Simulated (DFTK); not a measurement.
Wanted: the native input for a DFTK 0.8.2 run.

* Task: single point
* Functional: PBE
* Potentials or basis: dojo.nc.sr.pbe.v0_4_1.standard.upf (PBE)
* Cutoff: 1170 eV
* k mesh: 8 × 8 × 8
* Occupations: fermi-dirac, width 0.05 eV
* Spin: no spin polarisation
* Valence electrons: Pt 18, Se 16
* SCF tolerance on the density: 1e-06

PtSe:

```xyz
2
Lattice="0.0000 3.0374 3.0374 3.0374 0.0000 3.0374 3.0374 3.0374 0.0000" Properties=species:S:1:pos:R:3 pbc="T T T"
Pt    0.0000    0.0000    0.0000
Se    1.5187    1.5187    1.5187
```

The cell comes from a database or a generator and needn't be the stable form of this composition.

One way to write it, as run:

run.jl

```julia
using DFTK
using PseudoPotentialData
using Unitful, UnitfulAtomic
using LinearAlgebra, Printf
include("save.jl")
disable_threading()

# lattice vectors are the columns
lattice = austrip(1u"Å") * [           0.0     3.03744723     3.03744723;
               3.03744723            0.0     3.03744723;
               3.03744723     3.03744723            0.0]
symbols   = [:Pt, :Se]
positions = [[0.0, 0.0, 0.0],
             [0.25, 0.25, 0.25]]
pseudopotentials = PseudoFamily("dojo.nc.sr.pbe.v0_4_1.standard.upf")
elements = Dict(s => ElementPsp(s, pseudopotentials) for s in unique(symbols))
atoms    = [elements[s] for s in symbols]

build_model(lattice, positions; symmetries=true) =
    model_DFT(lattice, atoms, positions;
              functionals=PBE(),
              temperature=austrip(0.05u"eV"),
              smearing=Smearing.FermiDirac(),
              symmetries)
Ecut  = 43.0  # hartree
kgrid = [8, 8, 8]
tol   = 1e-6
to_GPa = ustrip(uconvert(u"GPa", 1u"hartree/bohr^3"))

model = build_model(lattice, positions)
basis = PlaneWaveBasis(model; Ecut, kgrid)
display(basis)
scfres = self_consistent_field(basis;
                               tol,
                               nbandsalg=AdaptiveBands(model; n_bands_converge=22))
display(scfres.energies)
@printf "Fermi level: %.6f eV\n" ustrip(auconvert(u"eV", something(scfres.εF, NaN)))
forces = compute_forces_cart(scfres)
println("Forces (eV/Å)")
for (s, f) in zip(symbols, forces)
    @printf "%-3s %12.6f %12.6f %12.6f\n" s ustrip.(auconvert.(u"eV/Å", f))...
end
stress = compute_stresses_cart(scfres)
println("Stress (GPa)")
display(round.(stress * to_GPa; digits=4))
println("Levels at the first k-point (eV): ", round.(ustrip.(auconvert.(u"eV", scfres.eigenvalues[1][1:scfres.n_bands_converge])); digits=4))
save_scf!(scfres; forces, stress)
```

Potentials or basis: dojo.nc.sr.pbe.v0_4_1.standard.upf (PBE).

Run with:

```bash
$ julia --threads=1 run.jl  # save.jl only writes the numbers to a file and isn't shown; printed stress counts tension as positive; times include loading and compiling
```

Results of the run:

| Item | Value |
| --- | --- |
| Pressure | -11.2 GPa |
| Band gap on the k mesh | none (metal or under the smearing width) |

It took 3.5 min on 1 thread of Intel(R) Xeon(R) 6975P-C (Granite Rapids), on a shared host, peak memory 2.4 GiB.
